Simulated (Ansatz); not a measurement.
# HfN, space group P6_3/mmc: a check of PAW against all-electron LAPW

Computed with the Python package of Ansatz (0.2.0).

Interactive session:
```pycon
>>> import ansatz as az
>>> import numpy as np
>>> from tabulate import tabulate
>>> def count_gap(report):
...     # lowest empty less highest filled band, counting bands; zero where they overlap
...     return max(report.get("gap_by_band_count_ev") or 0.0, 0.0)
...
>>> hfn = (
...     az.Lattice.from_parameters(3.133908, 3.133908, 5.416768, alpha=90.0, beta=90.0, gamma=120.0)
...     .atom("Hf", (2 / 3, 1 / 3, 0.75))
...     .atom("Hf", (1 / 3, 2 / 3, 0.25))
...     .atom("N", (0.0, 0.0, 0.0))
...     .atom("N", (0.0, 0.0, 0.5))
... )
>>> calc = hfn.calculation()
>>> calc = calc.functional("pbesol").kpoints(8, 8, 4, shift=0.5)
>>> calc = calc.scf(extra_bands=2, lower_state_search="off", algorithm="direct_min")
>>> calc = calc.occupations("Methfessel-Paxton", width=0.2).stress()
>>> calc = calc.forces()
>>> calc = calc.band_table()
>>> variants = {
...     "PAW": calc.pseudopotentials("paw"),
...     "LAPW": calc.pseudopotentials("all_electron", lapw=True),
... }
>>> rows = []
>>> for label, variant in variants.items():
...     r = variant.run(threads=1).report
...     levels = np.array(r["eigenvalues_ev"][0]) - r["fermi_energy_ev"]
...     print(label, "levels at the first k-point near E_F:", np.round(levels[np.abs(levels) < 5], 3))
...     rows.append((label, r["n_electrons"], np.trace(r["stress_gpa"]) / 3, float(np.abs(r["forces_ev_ang"]).max()), count_gap(r)))
...
DeckWarning: basis.ecutwfc = 420 eV, auto-derived from the records' recommended cutoffs: set by Hf (normal level)
DeckWarning: crystal.symmetry: narrowed to the stabiliser of the k-point mesh — unitary ops 24 → 8; excluded 16 operations that carry a point of the 8×8×4 mesh (shift [0.5, 0.5, 0.5]) off the mesh (the run samples exactly the mesh kpoints.mp_grid names, as [...]
PAW levels at the first k-point near E_F: [-4.738 -4.094 -4.046 -2.73  -0.515 -0.037  1.008]
LAPW levels at the first k-point near E_F: [-4.739 -4.093 -4.044 -2.73  -0.516 -0.039  1.005]
>>> print(tabulate(rows, headers=["treatment", "electrons in bands", "P GPa", "max force component eV/A", "gap by band count eV"], floatfmt=".4f", tablefmt="simple"))
treatment      electrons in bands    P GPa    max force component eV/A    gap by band count eV
-----------  --------------------  -------  --------------------------  ----------------------
PAW                       62.0000  -2.5006                      0.0195                  0.0000
LAPW                     102.0000  -2.4426                      0.0195                  0.0000
```

PAW gives -2.501 GPa and LAPW -2.443 GPa, 0.06 GPa apart. They took 16.1 and 174.4 s of processor time.

Reading the output:
- These settings explore the input space; cutoff and mesh may be short of convergence.
- The run is spin-unpolarised.
- The computed bands are complete only to about 0.8 eV above the Fermi level.
- The mesh is modest for a metal, so energies can be off by several to tens of meV an atom and pressures by half a GPa or more; differences at equal mesh fare better.
- A gap by band count of zero or less means overlapping bands, a metal.
- This cell is a computed structure, which may not be the phase found in nature.
- Levels are Kohn-Sham eigenvalues on this mesh, without spin-orbit coupling.
- Warnings are shown shortened and without file and line.
- Pressure is positive in compression; the treatments may keep other shells as core, so totals and counts of electrons can differ.
- Timing: 3.2 min on 1 thread of Intel(R) Xeon(R) Platinum 8259CL CPU @ 2.50GHz (Skylake/Cascade Lake), with other jobs on the host, peak memory 1.1 GiB.
